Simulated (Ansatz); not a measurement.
# B₂FH₃OSi: a ladder of functionals and wavefunction methods

An exercise on one series of results from a longer session: the logs are not shown, and one member is left open.

Method: functionals in def2-TZVPP, the program's frozen cores in correlated methods; program: Ansatz 0.2.0, Gaussian basis.

The runs, in order: LDA (SPW92), PBE-D4, revPBE-D4, BLYP-D4, r2SCAN-D4, B97M-V, PBE0-D4, B3LYP-D4, r2SCANh-D4, r2SCAN0-D4, HSE06-D4, BHLYP-D4, CAM-B3LYP-D4, LC-ωPBE, ωB97X-V, ωB97M-V, B2PLYP, PBE-QIDH; CCSD(T)/def2-SVP; CCSD(T)/def2-TZVPP; MP2/def2-QZVPP; extrapolation to the limit; RPA on PBE.

## Structure used throughout

The geometry comes from an earlier relaxation with PBE0-D4 in a triple-zeta def2 set; it is a stationary point, not always the lowest conformer.

SMILES `FB1BO[SiH2]1`, 8 atoms, charge 0, spin multiplicity 1.

Atoms are counted from 1 here; the program's logs count them from 0.

Bond lengths: F1–B2 1.306 Å, B2–B3 1.746 Å, B2–Si5 2.041 Å, B3–O4 1.365 Å, B3–H6 1.197 Å, O4–Si5 1.721 Å, Si5–H7 1.489 Å, Si5–H8 1.489 Å. Angles: F1–B2–B3 139.6°, F1–B2–Si5 140.7°, B3–B2–Si5 79.7°, B2–B3–O4 98.8°, B2–B3–H6 140.6°, O4–B3–H6 120.6°, B3–O4–Si5 103.7°, B2–Si5–O4 77.8°, B2–Si5–H7 123.0°, B2–Si5–H8 123.0°, O4–Si5–H7 109.4°, O4–Si5–H8 109.4°, H7–Si5–H8 108.0°.

The first run:

The input, in.yaml:

```yaml
crystal:
  periodic: [false, false, false]
  atoms:
    - {symbol: F, position_ang: [-0.634572, -0.912059, 2.235563]}
    - {symbol: B, position_ang: [-0.229184, -0.367207, 1.119906]}
    - {symbol: B, position_ang: [0.848609, 0.890922, 0.568507]}
    - {symbol: O, position_ang: [0.644439, 0.766743, -0.775904]}
    - {symbol: Si, position_ang: [-0.499608, -0.512992, -0.897421]}
    - {symbol: H, position_ang: [1.607310, 1.712252, 0.996766]}
    - {symbol: H, position_ang: [-1.722136, -0.018941, -1.588749]}
    - {symbol: H, position_ang: [0.077344, -1.615718, -1.714568]}
basis:
  gaussian: {orbitals: def2-TZVPP}
hamiltonian: {xc: lda}
output: {orbitals: {seedname: orbitals}}
```

Among the steps run: LDA; PBE-D4 (GGA); revPBE-D4 (GGA); BLYP-D4 (GGA); r2SCAN-D4 (meta-GGA); B97M-V (meta-GGA); PBE0-D4 (hybrid); B3LYP-D4 (hybrid); r2SCANh-D4 (hybrid); r2SCAN0-D4 (hybrid); HSE06-D4 (hybrid); BHLYP-D4 (hybrid); CAM-B3LYP-D4 (range-separated); LC-ωPBE (range-separated); ωB97X-V (range-separated); ωB97M-V (range-separated); B2PLYP (double hybrid); PBE-QIDH (double hybrid).

One of the session's tables, all rows but one given; the rest of the session is left out.

It belongs to the step «Orbital energies across the functionals». 

| functional | HOMO (eV) | LUMO (eV) | gap (eV) |
| --- | --- | --- | --- |
| LDA (SPW92) | -5.97 | -3.98 | 1.99 |
| PBE-D4 | -5.85 | -3.72 | 2.14 |
| revPBE-D4 | -5.80 | -3.61 | 2.19 |
| BLYP-D4 | ? | ? | ? |
| r2SCAN-D4 | -6.05 | -3.52 | 2.53 |
| B97M-V | -6.14 | -3.59 | 2.55 |
| PBE0-D4 | -7.05 | -2.74 | 4.31 |
| B3LYP-D4 | -6.87 | -2.92 | 3.95 |
| r2SCANh-D4 | -6.50 | -3.16 | 3.34 |
| r2SCAN0-D4 | -7.17 | -2.63 | 4.54 |
| HSE06-D4 | -6.65 | -3.13 | 3.52 |
| BHLYP-D4 | -8.19 | -1.65 | 6.54 |
| CAM-B3LYP-D4 | -8.39 | -1.53 | 6.87 |
| LC-ωPBE | -9.67 | -0.33 | 9.34 |
| ωB97X-V | -9.34 | -0.43 | 8.90 |
| ωB97M-V | -9.14 | -0.63 | 8.51 |

**Question.** Estimate the row for BLYP-D4.

Worked estimate for «HOMO (eV)». Against the share of exact exchange, B3LYP-D4 (0.2, -6.87), BHLYP-D4 (0.5, -8.19) give a slope of -4.40 per unit share; at 0 the line stands at -5.99.

**Answer.** HOMO (eV): -5.75; LUMO (eV): -3.52; gap (eV): 2.23. In «HOMO (eV)» the line misses by -0.24.
